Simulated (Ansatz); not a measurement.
# CH5B2F: the cost of one run

All numbers below are computed with Ansatz 0.2.0 (RKS PBE/STO-3G).

### Step 1. The structure to begin with

Bond lengths: B1–B2 1.620 Å, B2–C3 1.582 Å, C3–F4 1.389 Å, B1–H5 1.173 Å, B1–H6 1.172 Å, B2–H7 1.175 Å, C3–H8 1.097 Å, C3–H9 1.097 Å. Angles: B1–B2–C3 124.4°, B1–B2–H7 123.7°, C3–B2–H7 111.9°, B2–B1–H5 122.8°, B2–B1–H6 122.6°, H5–B1–H6 114.6°, B2–C3–F4 115.9°, B2–C3–H8 111.1°, B2–C3–H9 111.4°, F4–C3–H8 105.4°, F4–C3–H9 105.4°, H8–C3–H9 107.0°.

Coordinates:

```xyz
9

B    -0.9836    1.2601    0.0272
B     0.4259    0.4626   -0.0188
C     0.5603   -1.1137   -0.0141
F    -0.6330   -1.8236    0.0220
H    -1.5685    1.5745   -0.9395
H    -1.4943    1.5815    1.0325
H     1.4741    0.9920   -0.0589
H     1.1323   -1.4592    0.8564
H     1.0869   -1.4742   -0.9069
```

### Step 2. Preparing the start

File input.yaml:

```yaml
crystal:
  periodic: [false, false, false]
  atoms:
    - { symbol: B, position_ang: [-0.98363, 1.26006, 0.02724] }
    - { symbol: B, position_ang: [0.42587, 0.46264, -0.01881] }
    - { symbol: C, position_ang: [0.56032, -1.11372, -0.01409] }
    - { symbol: F, position_ang: [-0.63304, -1.82364, 0.02197] }
    - { symbol: H, position_ang: [-1.56853, 1.57455, -0.93952] }
    - { symbol: H, position_ang: [-1.49426, 1.58149, 1.03251] }
    - { symbol: H, position_ang: [1.47414, 0.99203, -0.05886] }
    - { symbol: H, position_ang: [1.13227, -1.45924, 0.8564] }
    - { symbol: H, position_ang: [1.08686, -1.47417, -0.90685] }
basis:
  gaussian: { orbitals: STO-3G }
hamiltonian:
  xc: pbe
relax:
  f_tol: 0.02
  max_steps: 40
scf:
  lower_state_search: "off"
```

Started as:

```bash
ansatz run input.yaml --threads 1 --pin off --max-ram 2048MiB --backend cpu --events-out ev --progress --plain --runs-dir out
```

Q: Estimate wall time and peak memory on 1 thread of Arm Neoverse V2, shared host.

About 4.4 s, with a peak of 0.1 GiB.
